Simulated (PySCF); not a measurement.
# GeTe (SMILES [Ge][Te]) at 6 levels

We compute a comparison of 6 runs (HF/STO-3G, HF/3-21G, B2PLYP/def2-TZVP, SVWN5/def2-TZVP, wB97M-V/def2-TZVP, SCS-MP2/def2-TZVP) of GeTe. 

The results are computed with PySCF 2.14.0.

1 further run of the same task is left out (set aside as unsound or not needed).

## (1) The system as given

The species is GeTe (2 atoms), meant as a singlet with charge 0. SMILES: `[Ge][Te]`. Geometry: the measured bond length.

Bond lengths: Ge1–Te2 2.340 Å.

## (2) The energy at HF/STO-3G (run 1)

The input, start.xyz:

```xyz
2

Ge     0.000000     0.000000     0.000000
Te     0.000000     0.000000     2.340165
```

The input, input.py:

```python
from pyscf import gto

system = gto.Mole()
system.atom = 'start.xyz'
system.max_memory = 1860
system.basis = 'sto-3g'
system.charge = 0
system.verbose = 3
system.build()

mf = system.RHF()
mf.conv_tol = 1e-10
mf.kernel()
if not mf.converged:
    mf = mf.newton().run(mf.mo_coeff, mf.mo_occ)

etot = mf.e_tot
print(f'total energy: {etot:.8f} hartree')
```

Launch:

```bash
$ OMP_NUM_THREADS=1 python input.py
```

Output:

```text
converged SCF energy = -8598.88773326224
total energy: -8598.88773326 hartree
```

Wall time 0.72 s (1 thread of Arm Neoverse V2, shared host); peak memory 0.12 GiB.

## (3) A single-point energy at HF/3-21G (run 2)

The input, input.xyz:

```xyz
2
GeTe
Ge     0.000000     0.000000     0.000000
Te     0.000000     0.000000     2.340165
```

The input, calc.py:

```python
# GeTe
from pyscf import gto

molecule = gto.M(
    atom='input.xyz',
    verbose=3,
    max_memory=1860,
    basis='3-21g',
)

myscf = molecule.RHF()
myscf.conv_tol = 1e-10
myscf.kernel()
if not myscf.converged:
    myscf = myscf.newton().run(myscf.mo_coeff, myscf.mo_occ)

e_final = myscf.e_tot
print('E = %.10f Eh' % e_final)
```

Launch:

```bash
$ OMP_NUM_THREADS=1 python calc.py
```

Output:

```text
converged SCF energy = -8648.05474866282
E = -8648.0547486628 Eh
```

Wall time 0.76 s (1 thread of Arm Neoverse V2, shared host); peak memory 0.12 GiB.

Runs 3 to 5 aren't shown in full; the table further down has their settings and results.

## (4) The energy at SCS-MP2/def2-TZVP (core potential) (run 6)

The input, job.py:

```python
from pyscf import gto, mp

molecule = gto.M(
    atom='''
Ge     0.000000     0.000000     0.000000
Te     0.000000     0.000000     4.422271
''',
    unit='bohr',
    ecp={'Te': 'def2-svp'},
    max_memory=1860,
    spin=0,
    verbose=4,
    basis='def2-tzvp',
)

myscf = molecule.RHF()
myscf.conv_tol = 1e-10
myscf.kernel()
if not myscf.converged:
    myscf = myscf.newton().run(myscf.mo_coeff, myscf.mo_occ)

pt = mp.MP2(myscf, frozen=13).run()
energy = myscf.e_tot + 1.2 * pt.e_corr_os + pt.e_corr_ss / 3
print('E = %.10f Eh' % energy)
```

Launch:

```bash
$ OMP_NUM_THREADS=1 python job.py
```

Output:

```text
PySCF version 2.14.0

[INPUT] num. atoms = 2
[INPUT] num. electrons = 56
[INPUT] charge = 0
[INPUT] spin (= nelec alpha-beta = 2S) = 0
[INPUT] symmetry False subgroup None
[INPUT] Mole.unit = bohr
[INPUT] Symbol           X                Y                Z      unit          X                Y                Z       unit  Magmom
[INPUT]  1 Ge     0.000000000000   0.000000000000   0.000000000000 AA    0.000000000000   0.000000000000   0.000000000000 Bohr   0.0
[INPUT]  2 Te     0.000000000000   0.000000000000   2.340165033712 AA    0.000000000000   0.000000000000   4.422271000000 Bohr   0.0

nuclear repulsion = 173.666426141681
number of shells = 32
number of NR pGTOs = 192
number of NR cGTOs = 98
basis = def2-tzvp
ecp = {'Te': 'def2-svp'}

[... 45 lines left out ...]
converged SCF energy = -2342.40440185819
[... 1 line left out ...]
******** <class 'pyscf.mp.mp2.RMP2'> ********
nocc = 15, nmo = 85
frozen orbitals 13
E(RMP2) = -2343.0852585637  E_corr = -0.680856705512302
E(SCS-RMP2) = -2343.01391175632  E_corr = -0.60950989812701
E_corr(same-spin) = -0.239444017485869
E_corr(oppo-spin) = -0.441412688026433
E = -2343.0139117563 Eh
```

Wall time 2.7 s (1 thread of Arm Neoverse V2, shared host); peak memory 0.25 GiB.

## (5) Overview of the runs

```
run                               level  core potential  frozen core orbitals   energy (Eh)  dipole moment (D) of the reference  HOMO energy (eV)  LUMO energy (eV)  wall time
  1                           HF/STO-3G               –                     –  -8598.887733                                3.20             -6.10              4.01     0.72 s
  2                            HF/3-21G               –                     –  -8648.054749                                2.38             -8.97             -0.02     0.76 s
  3   B2PLYP/def2-TZVP (core potential)        def2-svp                    13  -2344.524499                                1.54             -7.66             -1.53       11 s
  4    SVWN5/def2-TZVP (core potential)        def2-svp                     –  -2341.547741                                1.00             -6.35             -3.44        6 s
  5  wB97M-V/def2-TZVP (core potential)        def2-svp                     –  -2344.918743                                1.55             -8.93             -0.76       42 s
  6  SCS-MP2/def2-TZVP (core potential)        def2-svp                    13  -2343.013912                                1.92             -8.86              0.20      2.7 s
```

## (6) Results

| quantity | value |
| --- | --- |
| run 6: total energy | -2343.01391 Eh |
| run 6: dipole moment (Hartree–Fock density) | 1.92 D |
| run 6: HOMO energy (Hartree–Fock orbitals) | -8.86 eV |
| run 6: LUMO energy (Hartree–Fock orbitals) | 0.20 eV |
| run 6: HOMO–LUMO gap (Hartree–Fock orbitals) | 9.06 eV |
| run 6: correlation energy (13 core orbitals frozen) | -609.5 mEh |

**Reading.** Over runs 1, 2, 3, 4, 5 the dipole moment (its size) runs from 1.00 D (SVWN5/def2-TZVP) to 3.20 D (HF/STO-3G). The two ends differ in method and basis and core potential. Over runs 1, 2, 3, 4, 5 the HOMO–LUMO gap runs from 2.91 eV (SVWN5/def2-TZVP) to 10.11 eV (HF/STO-3G). Totals of different functionals can't be ranked against each other. Some runs of one species differ in core potentials or relativity; totals across that change don't compare. In run 1 the basis is minimal, so the values are rough. In runs 1, 2 relativity is left out where basis or elements ask for it. All runs together took 63 s, the longest 42 s.
